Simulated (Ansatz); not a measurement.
# Zr3C2N: one candidate of a structure search, part 2 of 2

The task: take a trial cell of Zr3C2N to zero force and stress.

Ansatz 0.2.0; DFT PBE, scalar-relativistic, plane waves, PAW. Earlier steps stand in the parts before.

### Step 4. Relaxation on the finer mesh

The end of the coarse run is made exact in the group found at a tolerance of 0.06 Å and reduced to its primitive cell.

Input file input.yaml:

```yaml
crystal:
  lattice:
    - [5.9476256421, 0.0, 0.0]
    - [-2.973812821, 5.1507948982, 0.0]
    - [0.0, 0.0, 3.1081775752]
  atoms:
    - { symbol: Zr, position: [0.5, 0.0, 0.5] }
    - { symbol: Zr, position: [0.5, 0.5, 0.5] }
    - { symbol: Zr, position: [0.0, 0.5, 0.5] }
    - { symbol: C, position: [0.3333333333, 0.6666666667, 0.0] }
    - { symbol: C, position: [0.6666666667, 0.3333333333, 0.0] }
    - { symbol: "N", position: [0.0, 0.0, 0.0] }
basis:
  ecutwfc: 420
kpoints:
  mp_grid: { grid: [9, 9, 12] }
hamiltonian:
  xc: pbe
scf:
  occupations: { method: gaussian, width: 0.1 }
output:
  forces: true
  stress: true
  eigenvalues: true
relax:
  adjacent_minimum: "off"
  f_tol: 0.01
  max_steps: 80
  cell: { stress_tol: 0.05 }
```

Started as:

```bash
$ ansatz run input.yaml --threads 1 --pin off --max-ram 2048MiB --backend cpu --events-out ev --progress --plain --runs-dir out
```

The program printed, cut to the lines that bear on the results:

```text
Warning: RAYON_NUM_THREADS=1 ignored (pool sized by the plan → 1); use --threads N
[...]
Pseudopotentials: kind: paw
Pseudopotential: Zr, paw, valence charge 12, recommended cutoff 420 eV (normal), Zr.paw.azcp
Pseudopotential: C, paw, valence charge 4, recommended cutoff 420 eV (normal), C.paw.azcp
Pseudopotential: N, paw, valence charge 5, recommended cutoff 420 eV (normal), N.paw.azcp
Functional definition: PBE
[...]
Crystal: 6 atoms, lattice volume = 95.219 Å³
Basis set: ecut = 420 eV, 1871 PW (Γ), exchange–correlation on 80×80×48 points (8 copies of the dense FFT grid, shifted against one another)
Bands: 31, of which v1, the nominal top of the filled ones, is band 25 counted from 1 (24 counted from 0)
Symmetry: 24 space group operations
Space group: P6/mmm (ITA 191), of the structure as read, at distance tolerance 4.6e-5 Å
k-points: 84 of 972
[...]
        0.000000       0.000000      -0.002088
  P = ⅓ Tr σ = 0.0002 GPa (0.002 kbar)
--- Band table (eV; the first three rows and the last of 84) ---
[...]
--- Relaxed structure (3 steps of the walk, 2 accepted, 1 SCFs on fresh bases) ---
  F+E_penalty+E_count = -13434.22179513 eV   max|allowed force component| = 1.712e-16 eV/Å   (the final SCF, on the basis selected at the relaxed cell)
  cell:  # Å, volume = 95.3103 Å³
    - [5.954119164158221, -2.8898895994559938e-11, -7.045547890954318e-32]
    - [-2.977059582054083, 5.156418453335236, 1.25713428801095e-20]
    - [0.0, 7.586006976016561e-21, 3.1043741448165383]
  atoms:
    - { symbol: Zr, position: [0.5000000000000001, -6.350130641068601e-28, 0.5] }
    - { symbol: Zr, position: [0.5, 0.5000000000000001, 0.5] }
    - { symbol: Zr, position: [-5.551151902564092e-17, 0.5000000000000001, 0.5] }
    - { symbol: C, position: [0.3333333333333333, 0.6666666666666669, 1.9936384189945996e-35] }
    - { symbol: C, position: [0.6666666666666667, 0.33333333333333337, -2.0124463286077562e-35] }
    - { symbol: N, position: [-7.256308637444664e-37, -5.517758279040635e-37, 0.0] }
```

It took 63 s on 1 thread of Arm Neoverse V1, shared host; peak memory 0.49 GiB.

Relaxation path:

```csv
step,energy from step 1 (eV/cell),largest force component (eV/Å),pressure (GPa),volume (Å³)
1,0.0000,0.0000,0.08,95.22
2,0.0020,0.0000,-0.09,95.47
3,-0.0002,0.0000,0.00,95.31
4,-0.0003,0.0000,0.00,95.31
```

Step 1 is the start. Step 4 repeats the geometry before it on a plane-wave basis chosen anew for that cell, so its energy need not be comparable with the rows above. Step 2 was tried and not accepted.

|  | before | after | change |
| --- | --- | --- | --- |
| a (Å) | 5.948 | 5.954 | +0.1 % |
| b (Å) | 5.948 | 5.954 | +0.1 % |
| c (Å) | 3.108 | 3.104 | -0.1 % |
| volume (Å³/atom) | 15.87 | 15.89 | +0.1 % |
| shortest distance (Å) | 2.316 | 2.316 | 0.0 % |
| space group (0.01 Å) | P6/mmm | P6/mmm | same |

The run keeps the 24 symmetry operations of the start, so it could not have lowered the symmetry.

### Step 5. Variant: lower_state_search standard

Changes to input.yaml since step 4:

```diff
@@ -2,5 +2,5 @@
   lattice:
-    - [5.9476256421, 0.0, 0.0]
-    - [-2.973812821, 5.1507948982, 0.0]
-    - [0.0, 0.0, 3.1081775752]
+    - [5.9541191642, 0.0, 0.0]
+    - [-2.9770595821, 5.1564184533, 0.0]
+    - [0.0, 0.0, 3.1043741448]
   atoms:
@@ -20,10 +20,6 @@
   occupations: { method: gaussian, width: 0.1 }
+  lower_state_search: standard
 output:
   forces: true
+  eigenvalues: true
   stress: true
-  eigenvalues: true
-relax:
-  adjacent_minimum: "off"
-  f_tol: 0.01
-  max_steps: 80
-  cell: { stress_tol: 0.05 }
```

Started as:

```bash
$ ansatz run input.yaml --threads 1 --pin off --max-ram 2048MiB --backend cpu --events-out ev --progress --plain --runs-dir out
```

The program printed, cut to the lines that bear on the results:

```text
Warning: RAYON_NUM_THREADS=1 ignored (pool sized by the plan → 1); use --threads N
[...]
[... 5 set-up lines as earlier in the session ...]
[...]
Crystal: 6 atoms, lattice volume = 95.310 Å³
Basis set: ecut = 420 eV, 1871 PW (Γ), exchange–correlation on 80×80×48 points (8 copies of the dense FFT grid, shifted against one another)
Bands: 31, of which v1, the nominal top of the filled ones, is band 25 counted from 1 (24 counted from 0)
[... 2 set-up lines as earlier in the session ...]
k-points: 84 of 972
[...]
SCF iter   7: F=-13434.221795 eV  HF=-13434.221795 eV  |F-HF|=2.32e-9  |Δ(HF+E_count)|=   1.61e-7  Δρ=4.91e-6  dr2=2.94e-8  ethr=2.04e-10  ⟨swp⟩=8.8  Hψ=10973  notcnv=0
[...]
SCF converged after 7 iterations
Free energy (F): -13434.221795 eV
[...]
E sigma→0 (E₀):  -13434.206893 eV
Entropy (-TS):   -0.029803 eV (-4.967 meV/atom)
Fermi energy:    11.555455 eV
[...]
--- Forces (eV/Å), atoms counted from 1 ---
  atom   1  Zr    -0.00000000    -0.00000000     0.00000000
  atom   2  Zr    -0.00000000     0.00000000     0.00000000
  atom   3  Zr     0.00000000     0.00000000     0.00000000
  atom   4  C      0.00000000     0.00000000     0.00000000
  atom   5  C      0.00000000    -0.00000000     0.00000000
  atom   6  N      0.00000000     0.00000000     0.00000000
[...]
--- Stress (GPa, compression-positive) ---
        0.001186       0.000000       0.000000
        0.000000       0.001186       0.000000
        0.000000       0.000000      -0.002077
  P = ⅓ Tr σ = 0.0001 GPa (0.001 kbar)
--- Band table (eV; the first three rows and the last of 84) ---
[...]
```

Run time: 14 s. Hardware: 1 thread of Arm Neoverse V1, shared host; peak memory 0.47 GiB.

```csv
run,ending,energy change,pressure (GPa),gap (eV),force (eV/Å),cycles,time
step 4,converged,0,0.0,0.00,0.00,-,63 s
variant,converged,0.0 meV/atom,0.0,0.00,0.00,7,14 s
```

The changed input (search for lower states) leaves the energy the same to the digits printed.

### Step 6. Outcome

This closing draws on all 2 parts. Changes of volume or cell count from the first structure of part 1.

```
                                                              quantity                                                                       value
                                symmetry at the end (tolerance 0.05 Å)                                                space group P6/mmm (No. 191)
                                                     conventional cell  a = 5.954 Å, b = 5.954 Å, c = 3.104 Å, α = 90.00°, β = 90.00°, γ = 120.00°
                                                                volume                                                               15.89 Å³/atom
energy over the elements (uncorrected; H, N, O, F and Cl as molecules)                                                               +0.53 eV/atom
                                                       gap on the mesh                                                                none (metal)
```

The space group P6/mmm (No. 191) is kept, and the volume per atom grows by 19.0 % from the first guess. With a positive formation energy it can't be a ground state. No finished test with a distortion of lower symmetry is shown, so the end may be a saddle point. Spin polarisation is off in the runs that give these values; a magnetic solution could lie lower.
